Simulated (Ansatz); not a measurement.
# HfN: the cost of one run

Computed with Ansatz 0.2.0 (DFT r2SCAN, scalar-relativistic, plane waves, PAW, unless a step's input says otherwise).

## Step 1: Starting point

Symmetry: Fm-3m, No. 225, cubic system. The conventional cell has a = 4.518 Å, b = 4.518 Å, c = 4.518 Å, α = 90.00°, β = 90.00°, γ = 90.00°. Around Hf (site symmetry m-3m) lie 6 N at 2.26 Å. N (site symmetry m-3m) is surrounded by 6 Hf at 2.26 Å.

As a file:

```cif
data_structure
_symmetry_space_group_name_H-M 'Fm-3m'
_symmetry_Int_Tables_number 225
_cell_length_a 4.5180
_cell_length_b 4.5180
_cell_length_c 4.5180
_cell_angle_alpha 90.000
_cell_angle_beta 90.000
_cell_angle_gamma 90.000
_cell_volume 92.22
loop_
_atom_site_label
_atom_site_type_symbol
_atom_site_symmetry_multiplicity
_atom_site_Wyckoff_symbol
_atom_site_fract_x
_atom_site_fract_y
_atom_site_fract_z
_atom_site_occupancy
Hf1 Hf 4 a 0.00000 0.00000 0.00000 1
N1 N 4 b 0.50000 0.00000 0.00000 1
```

Source of the structure: the Crystallography Open Database.

(A quick probe on a coarse mesh, which set the mesh and smearing, is not shown.)

## Step 3: Full relaxation

File input.yaml:

```yaml
crystal:
  lattice:
    - [0.0, 2.259, 2.259]
    - [2.259, 0.0, 2.259]
    - [2.259, 2.259, 0.0]
  atoms:
    - { symbol: Hf, position: [0.0, 0.0, 0.0] }
    - { symbol: "N", position: [0.5, 0.5, 0.5] }
basis:
  ecutwfc: 500
kpoints:
  mp_grid: { grid: [16, 16, 16] }
hamiltonian:
  xc: r2scan
scf:
  occupations: { method: gaussian, width: 0.1 }
output:
  forces: true
  stress: true
  eigenvalues: true
  write_density: true
  write_potential: true
  elf: true
  volumetric_format: npy
relax:
  adjacent_minimum: "off"
  f_tol: 0.005
  max_steps: 80
  cell: { stress_tol: 0.05 }
```

Command:

```sh
> ansatz run input.yaml --threads 4 --pin off --max-ram 10240MiB --backend cpu --events-out ev --progress --plain --runs-dir out
```

**Question.** How long does this run take on 4 threads of AMD EPYC 9R45 (Zen 5), shared host, and how much memory does it need?

About 3 s, with a peak of 0.53 GiB.
